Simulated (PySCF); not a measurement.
# CeH6O3 (Ce(H2O)33+): the cost of one run

The runs use PySCF 2.14.0; r2SCAN, Ce lcecp-1-SVP with ECP47, O def2-SVP, H def2-SVP; scalar-relativistic core potentials, no spin–orbit coupling.

2 further runs of the same task are left out: 2 for a known fault of the program.

## (1) Where the work starts

10 atoms, charge 3, spin multiplicity 1.

Bond lengths: Ce1–O2 2.393 Å, Ce1–O5 2.393 Å, Ce1–O8 2.393 Å, O2–H3 0.989 Å, O2–H4 0.989 Å, O5–H6 0.989 Å, O5–H7 0.989 Å, O8–H9 0.989 Å, O8–H10 0.989 Å. Angles: O2–Ce1–O5 120.0°, O2–Ce1–O8 120.0°, O5–Ce1–O8 120.0°, Ce1–O2–H3 128.7°, Ce1–O2–H4 128.7°, H3–O2–H4 102.6°, Ce1–O5–H6 128.7°, Ce1–O5–H7 128.7°, H6–O5–H7 102.6°, Ce1–O8–H9 128.7°, Ce1–O8–H10 128.7°, H9–O8–H10 102.6°.

Geometry (Å):

```
Ce    0.0000    0.0000    0.0000
O     2.3932    0.0000    0.0000
H     3.0116    0.7701    0.0471
H     3.0116   -0.7701   -0.0471
O    -1.1966    2.0726    0.0000
H    -2.1727    2.2231    0.0471
H    -0.8389    2.9932   -0.0471
O    -1.1966   -2.0726    0.0000
H    -0.8389   -2.9932    0.0471
H    -2.1727   -2.2231   -0.0471
```

Formal oxidation states: Ce +3. Each metal's 1 4f electrons lie in its core potential, so multiplicities, spins and levels count the valence alone. An earlier session relaxed this geometry at r2SCAN, Ce lcecp-1-SVP with ECP47, O def2-SVP, H def2-SVP (singlet, point group D3).

Its energy there is -260.198683 Eh.

## (2) Atoms moved at random, σ = 0.15 Å

Contents of run.py (the lines that set the calculation):

```python
mol = gto.M(atom='''
Ce    -0.00545     0.00336    -0.07816
O      2.52556    -0.07696     0.12545
H      2.87261     0.65508    -0.15592
H      3.15795    -0.88533     0.02476
O     -0.96993     1.98304     0.23457
H     -2.21534     2.52878     0.29917
H     -0.93285     2.78217    -0.24845
O     -1.09015    -1.84605    -0.07609
H     -1.25535    -3.24648    -0.08233
H     -2.08704    -1.89761    -0.04301''',
    basis={'Ce': 'lcecp-1-SVP', 'O': 'def2-SVP', 'H': 'def2-SVP'},
    ecp={'Ce': 'lcecp-1-SVP'},
    charge=3, spin=0)
mf = dft.RKS(mol, xc='R2SCAN')
mf.grids.atom_grid = (50, 194)  # f atoms: unpruned, at least (60, 302)
mf = mf.density_fit()  # fitting sets: Ce AutoAux, O def2-universal-JKFIT, H def2-universal-JKFIT
mf.conv_tol = 1e-08; mf.max_cycle = 55
mf.kernel(dm0)  # dm0: the density of the relaxed state
```

The run is started by

```console
OMP_NUM_THREADS=2 python run.py
```

**Question.** How long does this run take on 2 threads of Arm Neoverse V2, shared host?

About 8.7 s.
